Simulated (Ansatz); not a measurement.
# TiO2: the cost of one run

Program: Ansatz 0.2.0. Level of theory: DFT r2SCAN, scalar-relativistic, plane waves, PAW. These are calculated values, not measurements.

1 further run of the same task is left out (it didn't finish).

**1. The starting structure**

It takes space group P4_2/mnm (No. 136, tetragonal). The conventional cell has a = 4.592 Å, b = 4.592 Å, c = 2.957 Å, α = 90.00°, β = 90.00°, γ = 90.00°. Around Ti (site symmetry mmm) lie 6 O at 1.95 to 1.98 Å. O (site symmetry m2m) has 3 Ti at 1.95 to 1.98 Å as nearest neighbours.

As a file:

```cif
data_structure
_symmetry_space_group_name_H-M 'P4_2/mnm'
_symmetry_Int_Tables_number 136
_cell_length_a 4.5922
_cell_length_b 4.5922
_cell_length_c 2.9574
_cell_angle_alpha 90.000
_cell_angle_beta 90.000
_cell_angle_gamma 90.000
_cell_volume 62.37
loop_
_atom_site_label
_atom_site_type_symbol
_atom_site_symmetry_multiplicity
_atom_site_Wyckoff_symbol
_atom_site_fract_x
_atom_site_fract_y
_atom_site_fract_z
_atom_site_occupancy
Ti1 Ti 2 a 0.00000 0.00000 0.00000 1
O1 O 4 f 0.30496 0.30496 0.00000 1
```

The structure rests on an entry of the Crystallography Open Database; cell or positions may have been set otherwise for this series.

**2. Relaxing cell and atoms: TiO2, no spin**

The input, input.yaml:

```yaml
crystal:
  lattice:
    - [4.5922, 0.0, 0.0]
    - [0.0, 4.5922, 0.0]
    - [0.0, 0.0, 2.9574]
  atoms:
    - { symbol: Ti, position: [0.0, 0.0, 0.0] }
    - { symbol: Ti, position: [0.5, 0.5, 0.5] }
    - { symbol: O, position: [0.30496, 0.30496, 0.0] }
    - { symbol: O, position: [0.19504, 0.80496, 0.5] }
    - { symbol: O, position: [0.69504, 0.69504, 0.0] }
    - { symbol: O, position: [0.80496, 0.19504, 0.5] }
scf:
  occupations: { method: gaussian, width: 0.02 }
output:
  forces: true
  stress: true
  eigenvalues: true
kpoints:
  mp_grid: { grid: [12, 12, 18] }
hamiltonian:
  xc: r2scan
relax:
  f_tol: 0.005
  adjacent_minimum: "off"
  cell: { stress_tol: 0.02 }
```

Started as:

```console
$ ansatz run input.yaml --threads 4 --pin off --max-ram 14336MiB --backend cpu --events-out ev --progress --plain --runs-dir out
```

What time and memory should one allow on 4 threads of Intel Xeon Platinum 8259CL at 2.50GHz (Skylake/Cascade Lake), shared host?

About 78 s, with a peak of 1 GiB.
